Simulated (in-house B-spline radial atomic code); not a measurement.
**Os⁴⁹⁺: ionisation energy by several methods**

Aim: the ionisation energy of Os⁴⁹⁺ by several methods, each as the difference of two self-consistent energies (Os⁴⁹⁺ and the next ion, [Ar] 3d8).

Program: in-house B-spline radial atomic code version 1. Level of theory: scalar-relativistic (X2C), several functionals, spin-polarised; spherical all-electron atom at the radial basis limit. These are calculated values, not measurements, unless marked.

## (1) The system

```
element       : osmium (Z = 76)
charge        : +49
electrons     : 27
configuration : [Ar] 3d9
nucleus       : Fermi, rms radius 5.413 fm
```

The outer shells:

[Ar] 3d9
```
[Ar] core
3d [↑↓][↑↓][↑↓][↑↓][↑ ]
```

Where spins are not typed, each open shell is filled with up spins first.

## (2) revTPSS

The run's settings:

```ini
Z = 76
electrons = 27.0
configuration = [Ar] 3d9
hamiltonian = x2c
method = revtpss,revtpss
spin_polarised = True
nucleus = fermi
rms_radius = 5.4126
mass_number = 192
atomic_mass = 191.961478765
speed_of_light = 137.035999084
```

## (3) PW91

Changes to the settings of step 2:

```diff
@@ -4,3 +4,3 @@
 hamiltonian = x2c
-method = revtpss,revtpss
+method = pw91,pw91
 spin_polarised = True
```

## (4) exchange-only LDA

Changes to the settings of step 3:

```diff
@@ -4,3 +4,3 @@
 hamiltonian = x2c
-method = pw91,pw91
+method = lda,
 spin_polarised = True
```

## (5) AM05

Changes to the settings of step 4:

```diff
@@ -4,3 +4,3 @@
 hamiltonian = x2c
-method = lda,
+method = am05
 spin_polarised = True
```

## (6) RPBE

Changes to the settings of step 5:

```diff
@@ -4,3 +4,3 @@
 hamiltonian = x2c
-method = am05
+method = rpbe,pbe
 spin_polarised = True
```

The tabulated ionisation energy is 4501 ± 4 eV (tabulated theoretical; NIST Atomic Spectra Database). What does each method give, and which comes nearest?

As calculated:

| method | rung | total energy (hartree) | ΔSCF (eV) | −ε highest (eV) | ΔSCF less tabulated (eV) |
| --- | --- | --- | --- | --- | --- |
| exchange-only LDA | LDA | -15410.2904 | 4530.53 | 4464.77 (3d down) | +29.53 |
| PW91 | GGA | -15426.4922 | 4535.17 | 4469.40 (3d down) | +34.17 |
| AM05 | GGA | -15415.1764 | 4534.00 | 4468.23 (3d down) | +33.00 |
| RPBE | GGA | -15426.1358 | 4534.60 | 4468.88 (3d down) | +33.60 |
| revTPSS | meta-GGA | -15423.7956 | 4533.87 | 4468.35 (3d down) | +32.87 |

Tables give 4501 ± 4 eV (tabulated theoretical; NIST Atomic Spectra Database) for the ionisation energy. exchange-only LDA misses by +29.53 eV, the least, and PW91 by +34.17 eV (0.76 %), the most. All methods miss on the same side by much the same amount, which points to something that they share. Relativistic terms that these runs lack can be as large as the gaps between close methods, so the nearest may be so by luck. Spin-orbit coupling is left out. Open shells are averaged (over orientations, and over spins where the run is restricted), while tables refer to the lowest levels.

Members of this set that are not shown: 2 used exact exchange with fractional occupations of an open shell, which is unsound here.
